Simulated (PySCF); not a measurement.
**Solver options tried on GeF**

The same problem is solved with other solver options, one edit a run.

Program: PySCF 2.14.0. Level of theory: method and basis as typed in the scripts. These are calculated values, not measurements.

4 further runs of the same task are left out: 4 that didn't finish.

### Step 1. The system as given

GeF: 2 atoms, charge 0, spin multiplicity 2.

Bond lengths: Ge1–F2 1.775 Å.

### Step 2. Base script

File input.py:

```python
from pyscf import gto, scf

mol = gto.M(
    atom='Ge 0 0 0; F 0 0 1.775',
    basis='aug-cc-pvdz',
    charge=0,
    spin=1,
    verbose=4,
)
mf = scf.UHF(mol)
mf = mf.density_fit(auxbasis='def2-universal-jkfit')
mf.kernel()
mf.nuc_grad_method().kernel()
mf.dip_moment()
print('orbital energies (hartree):', [e[max(0, n-3):n+3].round(4) for e, n in zip(mf.mo_energy, mol.nelec)])
```

Run with:

```
> python input.py
```

Its log is not repeated here.

It gives: E(SCF) = -2174.795972 Eh, 11 cycles, ⟨S²⟩ = 0.766, μ = 2.20 D, gradient on the second atom 0.0096 Eh/bohr.

The bond length is a typed value, not an optimised one.

### Step 3. Initial guess atom

Edit 1 changes initial guess: minao → atom.

File input.py:

```python
from pyscf import gto, scf

mol = gto.M(
    atom='Ge 0 0 0; F 0 0 1.775',
    basis='aug-cc-pvdz',
    charge=0,
    spin=1,
    verbose=4,
)
mf = scf.UHF(mol)
mf = mf.density_fit(auxbasis='def2-universal-jkfit')
mf.init_guess = 'atom'
mf.kernel()
mf.nuc_grad_method().kernel()
mf.dip_moment()
print('orbital energies (hartree):', [e[max(0, n-3):n+3].round(4) for e, n in zip(mf.mo_energy, mol.nelec)])
```

Run with:

```
> python input.py
```

### Step 4. Level shift 0.5 hartree

Edit 2 changes level shift: none → 0.5 hartree.

input.py: that of step 2 with these lines changed.

```diff
@@ -11,2 +11,3 @@
 mf = mf.density_fit(auxbasis='def2-universal-jkfit')
+mf.level_shift = 0.5
 mf.kernel()
```

### Step 5. Smearing width 0.01 hartree

Edit 3 changes smearing width: none → 0.01 hartree; step after the SCF: gradient → none.

input.py: that of step 2 with these lines changed.

```diff
@@ -11,4 +11,4 @@
 mf = mf.density_fit(auxbasis='def2-universal-jkfit')
+mf = scf.addons.smearing_(mf, sigma=0.01, method='fermi')
 mf.kernel()
-mf.nuc_grad_method().kernel()
 mf.dip_moment()
```

### Step 6. Second-order solver on

Edit 4 changes second-order solver: off → on.

input.py: that of step 2 with these lines changed.

```diff
@@ -11,2 +11,3 @@
 mf = mf.density_fit(auxbasis='def2-universal-jkfit')
+mf = mf.newton()
 mf.kernel()
```

Before running it: what results should come out? Wanted: for each run, E(SCF); from base; gap, α spin; SCF dipole.

As calculated:

| run | E(SCF) (hartree) | from base (eV) | cycles | gap, α spin (eV) | SCF dipole (D) |
| --- | --- | --- | --- | --- | --- |
| base | -2174.795972 | 0 | 11 | 7.63 | 2.20 |
| initial guess atom | -2174.795972 | 0.0000 | 11 | 7.63 | 2.20 |
| level shift 0.5 hartree | -2174.795972 | 0.0000 | 20 | 7.63 | 2.20 |
| smearing width 0.01 hartree | -2174.683574 | +3.0585 | 9 | n/a | 1.88 |
| second-order solver on | -2174.795972 | 0.0000 | 3 macro | 7.63 | 2.20 |

Distance from each run's final energy (log10 hartree) by cycle:

| run | cycle 1 | cycle 2 | cycle 3 | cycle 5 | cycle 8 | cycle 12 |
| --- | --- | --- | --- | --- | --- | --- |
| base | -1.2 | -1.5 | -2.7 | -4.3 | -6.8 | done |
| initial guess atom | -1.1 | -1.5 | -2.8 | -4.5 | -6.9 | done |
| level shift 0.5 hartree | -1.2 | -1.9 | -2.5 | -3.4 | -4.7 | -6.3 |
| smearing width 0.01 hartree | -1.3 | -1.5 | -3.4 | -5.3 | -10.4 | done |
| second-order solver on | -4.9 | -11.0 | < -11 | done | done | done |

**Reading.** With initial guess atom or level shift 0.5 hartree or second-order solver on the SCF ends at the base energy. The base needs 11 cycles and the run with level shift 0.5 hartree needs 20.
